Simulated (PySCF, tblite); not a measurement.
# C2H4ClGeSi radical: geometry, infrared bands and EPR parameters

Aim: predict the infrared bands and EPR parameters of C2H4ClGeSi radical (`[SiH2]C#[C][GeH2][Cl]`).

Computed with tblite 0.8.0 and PySCF 2.14.0, with density-fitted response routines of our own, on a single molecule in the gas phase. Atoms count from 0, in the outputs and in this text.

## (1) The starting structure

9 atoms, charge 0, multiplicity 2; geometry from: force field or distance geometry start.

Bonds of the start (Å): Si0–C1 1.83, C1–C2 1.19, C2–Ge3 1.91, Ge3–Cl4 2.18, Si0–H5 1.47, Si0–H6 1.47, Ge3–H7 1.55, Ge3–H8 1.54.

## (2) Relaxing the molecule with GFN2-xTB

What the job is given:

```
{"job": {"kind": "relax", "xc": "GFN2-xTB", "basis": "xTB"}, "charge": 0, "multiplicity": 2}
Si     2.773100    -0.495700     0.143300
C      0.973700    -0.227400    -0.059100
C     -0.197700    -0.062100    -0.173900
Ge    -2.070600     0.220800    -0.385300
Cl    -3.109400    -0.674400     1.311200
H      3.064700    -0.750500     1.556800
H      3.485400     0.712000    -0.305900
H     -2.360500     1.738600    -0.421600
H     -2.545200    -0.455300    -1.690600
```

Run with:

```console
> OMP_NUM_THREADS=1 python probes_run.py task.json out
```

The driver reads the jobs from task.json and runs them one after another.

Log:

```text
step      E/eV     max force
  0    -392.82801    3.116
  1    -392.73992    5.254
  2    -392.90761    0.867
  3    -392.92983    0.483
  4    -392.95368    0.800
  5    -392.96941    0.486
  6    -392.97953    0.345
  7    -392.98917    0.345
  8    -392.99545    0.389
  9    -393.00434    0.392
 10    -393.01365    0.417
 11    -393.02169    0.280
 12    -393.02568    0.126
 13    -393.02734    0.126
 14    -393.02914    0.160
 15    -393.03217    0.231
 16    -393.03543    0.241
 17    -393.03745    0.107
 18    -393.03802    0.052
 19    -393.03825    0.063
 20    -393.03855    0.070
 21    -393.03895    0.090
 22    -393.03938    0.076
 23    -393.03970    0.056
 24    -393.03995    0.065
 25    -393.04022    0.072
 26    -393.04067    0.088
 27    -393.04131    0.104
 28    -393.04195    0.083
 29    -393.04238    0.062
 30    -393.04265    0.059
 31    -393.04295    0.080
 32    -393.04344    0.105
 33    -393.04411    0.104
 34    -393.04468    0.062
 35    -393.04497    0.045
 36    -393.04512    0.042
 37    -393.04531    0.057
 38    -393.04561    0.069
 39    -393.04591    0.053
 40    -393.04608    0.021
 41    -393.04612    0.012
 42    -393.04613    0.010
```

Run time: 0.23 s. Hardware: 1 thread of Intel Xeon 6975P-C, shared host.

The steps of the relaxation: (not every step is listed) (the energy doesn't fall at every step)

```csv
step,energy from step 0 (eV),largest force (eV/Å)
0,0.0000,3.1160
1,0.0881,5.2542
2,-0.0796,0.8671
3,-0.1018,0.4833
4,-0.1257,0.7996
5,-0.1414,0.4862
6,-0.1515,0.3450
7,-0.1612,0.3454
8,-0.1674,0.3893
10,-0.1856,0.4167
12,-0.1977,0.1260
14,-0.2011,0.1599
16,-0.2074,0.2408
18,-0.2100,0.0522
20,-0.2105,0.0699
22,-0.2114,0.0758
24,-0.2119,0.0646
26,-0.2127,0.0876
28,-0.2139,0.0835
30,-0.2146,0.0588
32,-0.2154,0.1053
34,-0.2167,0.0623
36,-0.2171,0.0422
37,-0.2173,0.0570
38,-0.2176,0.0689
39,-0.2179,0.0535
40,-0.2181,0.0210
41,-0.2181,0.0118
42,-0.2181,0.0095
```

Close pairs (by a distance rule), those that changed most:

```csv
bond,before (Å),after (Å),change (Å)
Ge3–Cl4,2.181,2.099,-0.082
C1–C2,1.189,1.225,+0.037
Ge3–H7,1.546,1.510,-0.035
Ge3–H8,1.545,1.511,-0.034
Si0–C1,1.831,1.799,-0.031
Si0–H6,1.472,1.448,-0.025
Si0–H5,1.466,1.447,-0.018
C2–Ge3,1.906,1.890,-0.016
```

The final coordinates are the input of the step that follows.

## (3) Vibrational analysis with GFN2-xTB

What the job is given:

```
{"job": {"kind": "ir", "xc": "GFN2-xTB", "basis": "xTB"}, "charge": 0, "multiplicity": 2}
Si     2.724187    -0.272086     0.323414
C      0.956188    -0.050891     0.074353
C     -0.245248     0.050993    -0.144007
Ge    -2.108858     0.215488    -0.408912
Cl    -3.077400    -0.677426     1.225265
H      3.199377    -0.980256     1.492697
H      3.638559     0.542720    -0.448214
H     -2.519041     1.667570    -0.471076
H     -2.554203    -0.490117    -1.668699
```

Log:

```text
mode    cm-1     km/mol
  1      19.2      0.03
  2      56.3      0.64
  3      98.0      5.14
  4     146.1     16.71
  5     163.1      9.08
  6     252.3      3.72
  7     291.9      7.34
  8     348.4     13.77
  9     382.8     61.39
 10     438.5     74.08
 11     472.0     94.16
 12     592.7      2.96
 13     679.9    600.41
 14     735.3    133.35
 15     816.0    326.64
 16     884.3     62.19
 17    1880.4    307.86
 18    1911.3    439.97
 19    2075.7    388.33
 20    2402.5    100.64
 21    2408.8    399.39
```

It took 0.21 s on 1 thread of Intel Xeon 6975P-C, shared host.

Which atoms move in the most intense modes:

```csv
cm⁻¹,km/mol,atoms
680,600.4,"H7 48 %, H8 46 %"
735,133.3,"H6 48 %, H5 46 %"
816,326.6,"H7 49 %, H8 48 %"
1880,307.9,"H8 65 %, H7 35 %"
1911,440.0,"H7 64 %, H8 34 %"
2076,388.3,"C1 52 %, C2 48 %"
2402,100.6,"H6 71 %, H5 28 %"
2409,399.4,"H5 69 %, H6 26 %"
```

## (4) g tensor and hyperfine couplings: B3LYP/def2-TZVP-core+pcH-1

Same as in step 3 but for these lines:

```diff
@@ -1,2 +1,2 @@
-{"job": {"kind": "ir", "xc": "GFN2-xTB", "basis": "xTB"}, "charge": 0, "multiplicity": 2}
+{"job": {"kind": "epr", "basis": "pcH-1"}, "charge": 0, "multiplicity": 2}
 Si     2.724187    -0.272086     0.323414
```

Level: UKS B3LYP, def2-TZVP-core on Ge, pcH-1 on C Cl H Si, non-relativistic, mean-field spin-orbit, GIAO.

Log:

```text
UKS, coarse grid
  cycle   1  E = -2905.20112537  |g| = 1.37e+00
  cycle   2  E = -2905.07969314  |g| = 1.04e+00
  cycle   3  E = -2905.28154631  |g| = 3.91e-01
  cycle   4  E = -2905.32704590  |g| = 5.42e-02
  cycle   5  E = -2905.32841125  |g| = 2.80e-02
  cycle   6  E = -2905.32868134  |g| = 1.60e-02
  cycle   7  E = -2905.32881596  |g| = 2.71e-03
  cycle   8  E = -2905.32882251  |g| = 1.17e-03
  cycle   9  E = -2905.32882282  |g| = 4.50e-04
UKS, final grid
  cycle   1  E = -2905.32877220  |g| = 3.03e-04
  cycle   2  E = -2905.32877230  |g| = 3.17e-04
  cycle   3  E = -2905.32877236  |g| = 1.29e-04
  cycle   4  E = -2905.32877238  |g| = 1.44e-04
  cycle   5  E = -2905.32877240  |g| = 5.51e-05
  cycle   6  E = -2905.32877241  |g| = 2.10e-05
E = -2905.32877241 Eh   <S^2> = 0.7596 (exact 0.7500)
g shifts (ppm)      1          2          3
  rmc          -126       -126       -126
  gc              7         40         36
  oz_so        -109       1013       2014
  total        -228        926       1924
hyperfine (MHz)  atom isotope    a_iso     a_fc   dipolar eigenvalues
    0  29Si    -181.79    -182.98   -179.57     89.21     90.35
    1   13C     -33.79     -33.81    -12.47      1.01     11.46
    2   13C      23.15      23.31    -22.39    -16.75     39.13
    3  73Ge       6.22       6.32     -0.33     -0.23      0.56
    4  35Cl       0.23       0.24     -0.21     -0.10      0.31
    5    1H     -42.51     -42.53    -11.72      3.84      7.89
    6    1H     -41.96     -41.98    -11.72      3.83      7.89
    7    1H      13.27      13.28     -1.00     -0.86      1.86
    8    1H      17.18      17.19     -0.97     -0.87      1.84
```

Wall time 66 s (1 thread of Intel Xeon 6975P-C, shared host); peak memory 1 GiB.

Principal g values 2.00209, 2.00325, 2.00424; g(iso) = 2.00319, against 2.00232 for a free electron.

Mean a(iso) over the nuclei that a row names, and the largest dipolar term of the row (other rows stand at the frozen geometry):

```csv
nuclei,isotope,a(iso) (MHz),"a(iso) (G, at g = 2.0023)",largest dipolar term (MHz)
Si0,29Si,-181.8,-64.9,-179.6
"H5, H6",1H,-42.2,-15.1,-11.7
C1,13C,-33.8,-12.1,-12.5
C2,13C,23.1,8.3,39.1
"H7, H8",1H,15.2,5.4,1.9
Ge3,73Ge,6.2,2.2,0.6
Cl4,35Cl,0.2,0.1,0.3
```

Mulliken spin populations:

```csv
atom,value (e)
Si0,0.97
C1,-0.18
C2,0.28
Ge3,-0.01
Cl4,0.00
H5,-0.04
H6,-0.04
H7,0.01
H8,0.01
```

In first order the couplings over 0.8 MHz of 1H give 9 distinct lines over 41.0 G, if the averaged nuclei exchange fast; the same motion can average rows kept apart here too.

Orbitals, density, ELF and potential are computed afterwards from the orbital file.

ELF in a plane through or near 7 of the atoms.

Ten even steps from ' ' (0.00) to '@' (1.00):
```
                                                        
                                                        
                                                        
                                                        
        --####==                                        
      --@@@@@@%%..      ..::..                          
      **@@@@@@@@==    ::====--::    ..::..              
      **@@@@@@@@++..--++******++--..::----..            
      --%%@@@@++..==##**##%%**%%**..--::::::..          
        ::**..**====@@::--%%==####--****..::            
        ..==..##++==@@::--%%::####..++--..::..          
      ..**@@@@--..--##**##%%****==::::==**++==::        
      ==@@@@@@@@**..::==++++==::  ::**####%%##++..      
      **@@@@@@@@##    ..----..    ++%%::==++%%**::      
      --@@@@@@@@++              ::##%%==--**%%++::      
        ++@@@@##::              --**%%%%##%%##==..      
                                ..--++****++--..        
                                  ..::::::..            
                                                        
                                                        
```
The map spans 12.2 Å across and 8.8 Å up, centred on the molecule. Atoms in the plane (x, y in Å): Si0 (-2.8, 0.0), C1 (-1.0, 0.0), C2 (0.3, 0.1), Ge3 (2.2, 0.1), Cl4 (2.8, -1.8), H5 (-3.4, -1.3), H6 (-3.5, 1.2).

On the surface of density 0.002 e/bohr³ the electrostatic potential runs, from the 1st to the 99th percentile, from -0.57 V near Cl4 to 1.30 V near H8.

The spin density lies nearest to Si0 49 %; C2 18 %; H5, H6 about 10 % each; C1 10 % (beta excess).

## (5) Outcome

```
                                                                  quantity                    value
                                 strongest single infrared mode (GFN2-xTB)     680 cm⁻¹, 600 km/mol
                                              zero-point energy (GFN2-xTB)            24.4 kcal/mol
                                                            g(iso) (B3LYP)                  2.00319
                                                                      ⟨S²⟩       0.760 (exact 0.75)
                                        largest a(iso) (averaged by class)  29Si on Si0, -181.8 MHz
potential on the surface of density 0.002 e/bohr³, 1st and 99th percentile       -0.57 V and 1.30 V
```

Relaxing lowered the energy by 0.218 eV in 42 steps; the close pair that moved most is Ge3–Cl4, from 2.181 to 2.099 Å. No mode is imaginary among the 21: a minimum at this level. The strongest single mode, at 680 cm⁻¹, moves mainly H7 and H8. Unscaled tight-binding wavenumbers are off by several per cent, some by more. Its intensities can rank the bands wrongly. Most of the unpaired spin sits on Si0 (0.97 e). The isotropic g lies 0.9 ppt above the free-electron value. The hyperfine terms hold no scalar relativity, which the heavier nuclei need. The conformer search found further structures of the same energy, which may be mirror or relabelled copies of this one.
